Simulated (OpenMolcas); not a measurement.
# W⁵⁺ among point charges: CASSCF and CASPT2 levels and susceptibility

Aim: the splitting of the states of W⁵⁺ in the field of 4 point charges, its lowest levels with spin-orbit coupling and its magnetic susceptibility.

Program: OpenMolcas 26.06. Level of theory: state-averaged CASSCF and CASPT2, spin-orbit coupling by RASSI with atomic mean-field integrals. These are calculated values, not measurements, unless marked.

## Step 1: The system

```
Species                           : W⁵⁺ (tungsten, Z = 74, 69 electrons)
Basis                             : ANO-RCC-VDZP [7s6p4d2f1g], 68 functions
Scalar Hamiltonian                : DKH2, point nucleus
Inactive shells                   : 1s 2s 2p 3s 3p 3d 4s 4p 4d 4f 5s 5p
Active space                      : 1 electron in 5 orbitals (5d)
Some configurations of this space : 5d
Orbitals                          : optimised for each spin and parity, averaged over all roots
```

Outer shells as boxes (Hund's rule):

5d
```
5d [↑ ][  ][  ][  ][  ]
```

The ion sits among 4 point charges of -2.5 e arranged as a tetrahedron (Td), 2.02 Å from the ion.

The work runs as a chain of OpenMolcas steps in one folder; each step below is one input file. Labels, J, g values, rates, χT and fits are worked out afterwards by a script from the matrices that RASSI stores.

## Step 2: Basis and integrals

a.inp reads:

```
&GATEWAY
Coord
1

W 0.0 0.0 0.0
Basis=ANO-RCC-VDZP
Group=NoSym
NoMove
AngMom=0.0 0.0 0.0
AMFI
XField
4 Angstrom 0
1.166248 1.166248 1.166248 -2.500000
1.166248 -1.166248 -1.166248 -2.500000
-1.166248 1.166248 -1.166248 -2.500000
-1.166248 -1.166248 1.166248 -2.500000
&SEWARD
```

Run with:

```console
OMP_NUM_THREADS=1 MOLCAS_MEM=1689 MOLCAS_PROJECT=a pymolcas a.inp > a.log
```

## Step 3: Reference wave functions, doublets, 5 roots

a.inp reads:

```
&RASSCF
FileOrb=start.orb
Symmetry=1
Spin=2
nActEl=1 0 0
Inactive=34
Ras2=5
CIRoot=5 5 1
SDav=5
CIMx=300
Iter=120 100
PrWF=0.3
OrbListing=Nothing
MaxOrb=0
>>> COPY $Project.JobIph JOB001
```

start.orb holds the contracted functions of the basis, ordered by shell, or the orbitals of the step before.

## Step 4: RASSI: spin-orbit coupling between the states

a.inp reads:

```
&RASSI
NrOfJobIphs=1 5
1 2 3 4 5
IphNames
JOB001
EJob
SpinOrbit
DIPRint=1.0
SOCoupling=1000.0
Subsets=2
Property=9
'ANGMOM' 1 'ANGMOM' 2 'ANGMOM' 3 'MLTPL  1' 1 'MLTPL  1' 2 'MLTPL  1' 3
'AMFI' 1 'AMFI' 2 'AMFI' 3
SOProperty=3
'ANGMOM' 1 'ANGMOM' 2 'ANGMOM' 3
```

## Step 5: CASPT2: IPEA 0.25, imaginary shift 0.1 (closed shells correlated: 4f 5s 5p)

a.inp reads:

```
>>> COPY JOB001 $Project.JobIph
&CASPT2
Multistate=5 1 2 3 4 5
NoMult
Frozen=23
IPEA=0.25
Imaginary=0.1
MaxIter=60
WThr=0.0 0.3 0.05
PrWF=0.5
NoMix
```

(Steps that only read results are left out.)

Q: Predict the outcome of this session. Wanted: spin-free ground state; first state of the same spin within the active space; lowest level; next level.

As calculated:

| quantity | value |
| --- | --- |
| method | SS-CASPT2, IPEA 0.25, imaginary shift 0.1 (closed shells correlated: 4f 5s 5p) |
| spin-free ground state | 2E, 2-fold in its orbital part |
| first state of the same spin within the active space | 2T2 at 5330 cm⁻¹ |
| lowest level | 4-fold Γ8 |
| next level | 10106.0 cm⁻¹ |
| χT at 300 K | 0.23 cm³ K/mol |
| effective moment at 300 K | 1.35 μB |

Cost by method:

| method | time of its own steps | time with the reference |
| --- | --- | --- |
| A. CASSCF | 2.4 s | 2.4 s |
| B. SS-CASPT2, IPEA 0.25, imaginary shift 0.1, +4f 5s 5p | 1.6 s | 4.1 s |

Times are of one thread on a shared host.

**Reading.** The spin-free ground state (2E) comes to 100 % from free-ion D terms and keeps the highest spin of the shell. χT at 300 K is 0.23, against 0.38 cm³ K/mol for the spin alone, so orbital moment lowers it. A ligand-field fit to the states below 45000 cm-1 gives 10Dq = -5330 cm-1, the gap between the two states. CASPT2 does not keep the components of a term degenerate, and the means are used. An orbital doublet at a regular site is open to a Jahn-Teller distortion, which this geometry leaves out. The field of point charges can differ much from that of real complexes. Point charges carry no covalency, so the field is a model and not that of real ligands.
